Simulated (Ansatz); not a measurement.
# BF2H4NSi: a ladder of functionals and wavefunction methods

Aim: compute BF2H4NSi with functionals from several rungs and with coupled cluster. The yardstick is the atomisation energy at the CCSD(T) limit.

Computed with Ansatz 0.2.0, Gaussian basis. Level: functionals in def2-TZVPP, the program's frozen cores in correlated methods.

Plan: LDA (SPW92), PBE-D4, revPBE-D4, BLYP-D4, r2SCAN-D4, B97M-V, PBE0-D4, B3LYP-D4, r2SCANh-D4, r2SCAN0-D4, HSE06-D4, BHLYP-D4, CAM-B3LYP-D4, LC-ωPBE, ωB97X-V, ωB97M-V, B2PLYP, PBE-QIDH; CCSD(T)/def2-SVP; CCSD(T)/def2-TZVPP; MP2/def2-QZVPP; extrapolation to the limit; RPA on PBE.

## (1) Structure used throughout

The geometry comes from an earlier relaxation with PBE0-D4 in a triple-zeta def2 set; it is a stationary point, not always the lowest conformer.

9 atoms, charge 0, spin multiplicity 1.

Atoms are counted from 1 here; the program's logs count them from 0.

Bond lengths: N1–Si2 1.721 Å, N1–H6 1.008 Å, N1–H7 1.008 Å, Si2–B3 2.043 Å, Si2–H8 1.488 Å, Si2–H9 1.488 Å, B3–F4 1.323 Å, B3–F5 1.323 Å. Angles: Si2–N1–H6 119.4°, Si2–N1–H7 119.4°, H6–N1–H7 110.4°, N1–Si2–B3 116.7°, N1–Si2–H8 108.3°, N1–Si2–H9 108.3°, B3–Si2–H8 107.1°, B3–Si2–H9 107.1°, H8–Si2–H9 109.2°, Si2–B3–F4 121.7°, Si2–B3–F5 122.7°, F4–B3–F5 115.7°.

Coordinates:

```mol
BF2H4NSi
  3D, bonds by distance, orders not assigned

  9  8  0  0  0  0  0  0  0  0999 V2000
    0.6490    0.4248    1.4611 N   0  0
    0.2319   -0.6282    0.1649 Si  0  0
   -0.7494    0.2085   -1.4198 B   0  0
   -1.1224   -0.5123   -2.4646 F   0  0
   -1.0526    1.4950   -1.4739 F   0  0
   -0.0787    0.7899    2.0548 H   0  0
    1.3700    1.1153    1.3247 H   0  0
    1.4836   -1.2337   -0.3663 H   0  0
   -0.6430   -1.7057    0.7021 H   0  0
  1  2  8  0
  2  3  8  0
  3  4  8  0
  3  5  8  0
  1  6  8  0
  1  7  8  0
  2  8  8  0
  2  9  8  0
M  END
```

## (2) LDA

This LDA is Slater exchange with PW92 correlation.

The input, in.yaml:

```yaml
crystal:
  periodic: [false, false, false]
  atoms:
    - {symbol: N, position_ang: [0.648963, 0.424821, 1.461062]}
    - {symbol: Si, position_ang: [0.231936, -0.628180, 0.164894]}
    - {symbol: B, position_ang: [-0.749392, 0.208470, -1.419844]}
    - {symbol: F, position_ang: [-1.122355, -0.512348, -2.464614]}
    - {symbol: F, position_ang: [-1.052631, 1.495048, -1.473948]}
    - {symbol: H, position_ang: [-0.078689, 0.789909, 2.054830]}
    - {symbol: H, position_ang: [1.369977, 1.115332, 1.324678]}
    - {symbol: H, position_ang: [1.483566, -1.233684, -0.366306]}
    - {symbol: H, position_ang: [-0.642975, -1.705668, 0.702148]}
basis:
  gaussian: {orbitals: def2-TZVPP}
hamiltonian: {xc: lda}
output: {orbitals: {seedname: orbitals}}
```

The run is started by

```sh
ansatz run in.yaml --threads 2 --pin off --events-out ev --progress --plain --max-ram 4352MiB
```

After this run come: PBE-D4 (GGA); revPBE-D4 (GGA); BLYP-D4 (GGA); r2SCAN-D4 (meta-GGA); B97M-V (meta-GGA); PBE0-D4 (hybrid); B3LYP-D4 (hybrid); r2SCANh-D4 (hybrid); r2SCAN0-D4 (hybrid); HSE06-D4 (hybrid); BHLYP-D4 (hybrid); CAM-B3LYP-D4 (range-separated); LC-ωPBE (range-separated); ωB97X-V (range-separated); ωB97M-V (range-separated); B2PLYP (double hybrid); PBE-QIDH (double hybrid); CCSD(T) in def2-SVP; CCSD(T) in def2-TZVPP; MP2 in def2-QZVPP; RPA on PBE orbitals.

Q: Predict the results of all the runs planned. Wanted: atomisation energy, CCSD(T)/CBS; farthest beyond LDA; mean size of error, GGA; mean size of error, meta-GGA; mean size of error, hybrid; mean size of error, range-separated; mean size of error, double hybrid; gap, smallest and largest; T1 diagnostic.

The runs gave:

```
                               quantity                                                                      value
        atomisation energy, CCSD(T)/CBS                                                             807.2 kcal/mol
functionals within 4.0 kcal/mol (0.5 %)  BLYP-D4, r2SCAN-D4, B97M-V, PBE0-D4, B3LYP-D4, HSE06-D4, LC-ωPBE, ωB97M-V
                    farthest beyond LDA                                                  BHLYP-D4 (-23.9 kcal/mol)
                mean size of error, GGA                                                               8.5 kcal/mol
           mean size of error, meta-GGA                                                               1.8 kcal/mol
             mean size of error, hybrid                                                               8.5 kcal/mol
    mean size of error, range-separated                                                               4.1 kcal/mol
      mean size of error, double hybrid                                                               7.3 kcal/mol
              gap, smallest and largest                                  4.03 eV (LDA (SPW92)), 11.63 eV (LC-ωPBE)
                          T1 diagnostic                                                                     0.0128
triples share of the correlation energy                                                                      3.1 %
```

LDA overbinds by 117.5 kcal/mol (15 %). PBE-D4 misses by +14.1 kcal/mol. Double hybrids carry the basis error of their MP2 part in triple zeta, and no dispersion term here, so their miss is partly the set-up's. By mean error the best rung here is meta-GGA (1.8 kcal/mol) and the worst beyond LDA is hybrid (8.5 kcal/mol). The mean of the hybrids holds BHLYP, with half exact exchange. The reference freezes the cores and leaves out relativity and excitations past (T), so misses under about 4.0 kcal/mol can't be ranked. Hartree-Fock recovers 74 % of the binding; the rest is correlation. CCSD(T) in def2-SVP is off by -53.1 kcal/mol, more than most functionals: a good method in a small basis is no reference. The gap grows from 4.0 to 11.6 eV across the functionals, mostly with the share of exact exchange.
